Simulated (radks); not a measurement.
# Ni³⁺ in [Ar] 3d7: an all-electron calculation

Aim: the levels, the sizes of the orbitals and the parts of the energy of the nickel ion Ni3+.

The numbers are computed with radks (a radial shooting solver on a logarithmic mesh, Libxc functionals) version 1 (non-relativistic Kohn-Sham, Wu-Cohen GGA, spin-unpolarised, spherical densities, point nucleus), except any that are marked as measured or tabulated.

## Step 1: What is computed

| Item | Value |
| --- | --- |
| element | nickel (Z = 28) |
| charge | +3 |
| electrons | 25 |
| configuration | [Ar] 3d7 |

The outer shells:

Ni³⁺
```
[Ar] core
3d [↑↓][↑↓][↑ ][↑ ][↑ ]
```

## Step 2: Self-consistent calculation

Settings of this run:

```text
Z 28
configuration [Ar] 3d7
relativity non-relativistic
functional wc,pbe
spin unpolarised
nucleus point
```

What does the calculation give?

As calculated:

```
                        quantity                 value
                    total energy   -1505.21219 hartree
exchange-correlation share of it                4.07 %
                            −T/E                0.9993
          highest occupied level        3d, -47.374 eV
    most extended occupied level  3d, <r> = 0.891 bohr
 radius at density 0.001 e/bohr³             2.67 bohr
    maxima of the radial density                     3
         ionisation energy, NIST   54.9 (semi-emp.) eV
```

The radial density shows 3 maxima for 3 occupied principal shells. −T/E = 0.9993, near the virial value of 1. The top level binds by 47.374 eV, 86 % of the NIST ionisation energy of 54.9 eV; the potential of a semilocal functional falls off too fast, so its top eigenvalue is too shallow. Spin polarisation and multiplet splitting are left out.
